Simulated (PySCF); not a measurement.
# C2H4Ge: the cost of one run

Programs: PySCF 2.14.0, with density-fitted response routines of our own. Each step states its level of theory. These are calculated values for one molecule, in the gas phase or a continuum, unless marked as measured. Atoms count from 0, in the outputs and in this text.

## 1. The starting structure

7 atoms, charge 0, multiplicity 1; geometry from: GFN2-xTB. The atoms were then displaced at random by about 0.01 Å, so the start is not that level's minimum.

Bonds of the start (Å): C0–C1 1.23, C1–Ge2 1.91, C0–H3 1.06, Ge2–H4 1.49, Ge2–H5 1.49, Ge2–H6 1.49.

## 2. Optimising the geometry at PBE0-D3(BJ)/def2-SVP

The job: settings as JSON, then the geometry in Å.

```
{"job": {"xc": "PBE0", "basis": "def2-SVP", "d3": "d3bj", "grid": 1, "shake": 0.01, "kind": "geom"}, "charge": 0, "multiplicity": 1}
C      2.000780    -0.275780    -0.001760
C      0.781240    -0.103960    -0.006910
Ge    -1.108490     0.136880    -0.011270
H      3.058220    -0.381440    -0.010820
H     -1.703870    -0.856620    -0.945550
H     -1.402790     1.531010    -0.454540
H     -1.591140    -0.079180     1.380920
```

Started as:

```
OMP_NUM_THREADS=1 python probes_run.py task.json out
```

This one command runs all jobs of the session in turn.

**Question.** How long does this first job take on 1 thread of Arm Neoverse V2, shared host, and how much memory does it need?

About 11 s, with a peak of 0.39 GiB.
